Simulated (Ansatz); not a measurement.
# Y2C: the cost of one run

Computed with Ansatz 0.2.0 (DFT PBEsol, scalar-relativistic, unless a step's input says otherwise).

### Step 1. Starting point

Symmetry: R-3m, No. 166, trigonal system. Conventional cell: a = 3.625 Å, b = 3.625 Å, c = 17.964 Å, α = 90.00°, β = 90.00°, γ = 120.00°. Around Y (site symmetry 3m) lie 3 C at 2.49 Å. Around C (site symmetry -3m) lie 6 Y at 2.49 Å.

As a file:

```
Y C
1.0
     1.81242    1.04640    5.98800
    -1.81242    1.04640    5.98800
     0.00000   -2.09280    5.98800
Y C
2 1
Direct
  0.25793 0.25793 0.25793
  0.74207 0.74207 0.74207
  0.00000 0.00000 0.00000
```

Atoms are numbered in the order of the input: Y1, Y2, C3.

### Step 2. After the deformation

Space group R-3m before, R-3m after.

### Step 3. LAPW, all electrons

Contents of input.yaml:

```yaml
crystal:
  lattice:
    - [1.7761708522, 1.0254727196, 5.988]
    - [-1.7761708522, 1.0254727196, 5.988]
    - [0.0, -2.0509454392, 5.988]
  atoms:
    - { symbol: "Y", position: [0.25793, 0.25793, 0.25793] }
    - { symbol: "Y", position: [0.74207, 0.74207, 0.74207] }
    - { symbol: C, position: [0.0, 0.0, 0.0] }
kpoints:
  mp_grid: { grid: [11, 11, 11] }
  band_path:
    path:
      - [0.0, 0.0, 0.0]
      - [0.5, 0.5, 0.5]
      - [0.8137812347, 0.1862187653, 0.5]
      - [0.5, -0.1862187653, 0.1862187653]
      - [0.5, 0.0, 0.0]
      - [0.0, 0.0, 0.0]
      - [0.3431093827, -0.3431093827, 0.0]
      - [0.6568906173, 0.0, 0.3431093827]
      - [0.5, 0.0, 0.5]
    npoints: 5
scf:
  occupations: { method: fermi_dirac, width: 0.05 }
hamiltonian:
  xc: pbesol
  pseudopotentials: { kind: all_electron, lapw: { basis_error: 0.001 } }
output:
  forces: true
  stress: true
  eigenvalues: true
```

Started as:

```bash
> ansatz run input.yaml --threads 1 --pin off --max-ram 4096MiB --backend cpu --events-out ev --progress --plain --runs-dir out
```

**Question.** How long does this run take on 1 thread of Arm Neoverse V1, shared host, and how much memory does it need?

About 87 s, with a peak of 0.68 GiB.
